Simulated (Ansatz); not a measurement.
# BiTe: the cost of one run

Program: Ansatz 0.2.0. Level of theory: DFT PBEsol, scalar-relativistic, plane waves, PAW. These are calculated values, not measurements.

### Step 1. Starting point

The structure is trigonal, space group R-3m (No. 166). The conventional cell has a = 4.845 Å, b = 4.845 Å, c = 9.952 Å, α = 90.00°, β = 90.00°, γ = 120.00°. Around Bi (site symmetry -3m) lie 6 Te at 3.25 Å. Around Te (site symmetry -3m) lie 6 Bi at 3.25 Å.

Structure file:

```
Bi Te
1.0
     2.42271    1.39875    3.31729
    -2.42271    1.39875    3.31729
     0.00000   -2.79750    3.31729
Bi Te
1 1
Cartesian
  0.0000 0.0000 4.9759
  0.0000 0.0000 0.0000
```

It goes back to an entry of the Materials Project, which need not be the stable form.

The cell is taken as given, not relaxed at this level.

### Step 2. The reference cell

The reference gives a free energy of -19143.6723 eV, pressure -2.50 GPa, largest force 0.000 eV/Å and gap on the mesh none (metal). It was computed beforehand with the settings of the runs below.

### Step 3. The scan: an energy map of one atom

Atom 2 (Te) is moved by p along (0.707, 0.707, 0.000) and q along (0.000, 0.000, 1.000) (Å), all else fixed; its images in the other cells move with it. Points alike by symmetry are run once.

### Step 4. p = -0.300, q = -0.300

input.yaml reads:

```yaml
crystal:
  lattice:
    - [2.4227077728, 1.3987509848, 3.3172919545]
    - [-2.4227077728, 1.3987509848, 3.3172919545]
    - [0.0, -2.7975019696, 3.3172919545]
  atoms:
    - { symbol: Bi, position: [0.5, 0.5, 0.5] }
    - { symbol: Te, position: [-0.0992013813, -0.0116414879, 0.0204076575] }
basis:
  ecutwfc: 420
kpoints:
  mp_grid: { grid: [12, 12, 12] }
hamiltonian:
  xc: pbesol
scf:
  occupations: { method: gaussian, width: 0.15 }
output:
  forces: true
  stress: true
  eigenvalues: true
```

On the command line:

```bash
> ansatz run input.yaml --threads 1 --pin off --max-ram 2560MiB --backend cpu --events-out ev --progress --plain --runs-dir out
```

Q: Estimate wall time and peak memory on 1 thread of Intel Xeon at 2.50GHz (Skylake/Cascade Lake), shared host.

About 3 min, with a peak of 1.3 GiB.
